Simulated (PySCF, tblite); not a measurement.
# C3H7BF4Si: geometry, infrared bands and NMR shifts

What infrared bands and NMR shifts should C3H7BF4Si (`C[C@@H](C[SiH](F)F)B(F)F`) show?

Programs: tblite 0.8.0 and PySCF 2.14.0, with density-fitted response routines of our own. Each step states its level of theory. These are calculated values for one molecule in the gas phase, unless marked as measured. Atoms count from 0, in the outputs and in this text.

## Step 1: The starting structure

16 atoms, charge 0, multiplicity 1; geometry from: force field or distance geometry start.

Bonds of the start (Å): C0–C1 1.54, C1–C2 1.46, C2–Si3 1.84, Si3–F4 1.69, Si3–F5 1.68, C1–B6 1.57, B6–F7 1.45, B6–F8 1.45, C0–H9 1.11, C0–H10 1.11, C0–H11 1.11, C1–H12 1.11, C2–H13 1.11, C2–H14 1.12, Si3–H15 1.48.

## Step 2: Optimising the geometry with GFN2-xTB

What the job is given:

```
{"job": {"kind": "relax", "xc": "GFN2-xTB", "basis": "xTB"}, "charge": 0, "multiplicity": 1}
C      0.739900    -1.440000     0.273100
C      0.944600    -0.036700    -0.314800
C     -0.283000     0.320700    -1.025400
Si    -1.837800     0.385600    -0.037900
F     -2.524700     1.928800    -0.133900
F     -1.647700     0.021600     1.587400
B      1.454100     0.977700     0.770700
F      1.433800     2.395900     0.492900
F      1.345700     0.586600     2.164200
H      1.072900    -2.176100    -0.486700
H     -0.325800    -1.603000     0.535600
H      1.338200    -1.495500     1.205400
H      1.755300    -0.100000    -1.075000
H     -0.150300     1.256900    -1.615000
H     -0.453000    -0.467400    -1.807000
H     -2.869900    -0.546200    -0.544800
```

The run is started by

```
$ OMP_NUM_THREADS=1 python probes_run.py task.json out
```

This one command runs all jobs of the session in turn.

**Question.** This job is followed by: GFN2-xTB harmonic vibrations, gas phase; GIAO PBE0/pcSseg-1 NMR shielding, non-relativistic, gas phase. Predict these results of the whole session: strongest single infrared mode (GFN2-xTB); zero-point energy (GFN2-xTB); ¹³C shifts against TMS (PBE0/pcSseg-1); ¹H shifts against TMS (PBE0/pcSseg-1, means over atoms taken as alike); ²⁹Si shifts against TMS (PBE0/pcSseg-1); ¹⁹F shifts against CFCl3 (PBE0/pcSseg-1, means over atoms taken as alike); ¹¹B shifts against BF3·OEt2 (PBE0/pcSseg-1).

The runs gave:

| quantity | value |
| --- | --- |
| strongest single infrared mode (GFN2-xTB) | 1286 cm⁻¹, 356 km/mol |
| zero-point energy (GFN2-xTB) | 66.4 kcal/mol |
| ¹³C shifts against TMS (PBE0/pcSseg-1) | 21.6, 19.2, 17.8 ppm |
| ¹H shifts against TMS (PBE0/pcSseg-1, means over atoms taken as alike) | 5.12, 1.65, 1.61, 1.17, 1.02 ppm |
| ²⁹Si shifts against TMS (PBE0/pcSseg-1) | -0.1 ppm |
| ¹⁹F shifts against CFCl3 (PBE0/pcSseg-1, means over atoms taken as alike) | -72.0, -155.2, -166.6 ppm |
| ¹¹B shifts against BF3·OEt2 (PBE0/pcSseg-1) | 27.7 ppm |

In words: Relaxing lowered the energy by 1.434 eV in 128 steps; the close pair that moved most is B6–F8, from 1.451 to 1.315 Å. No mode is imaginary among the 42: a minimum at this level. The strongest single mode, at 1286 cm⁻¹, moves mainly B6. GFN2-xTB is a fitted tight-binding method: band positions and strengths are rough. Its intensities can rank the bands wrongly. At PBE0/pcSseg-1: The widest tensor belongs to F7, F8: span 318 ppm, with a paramagnetic part of -226 ppm.
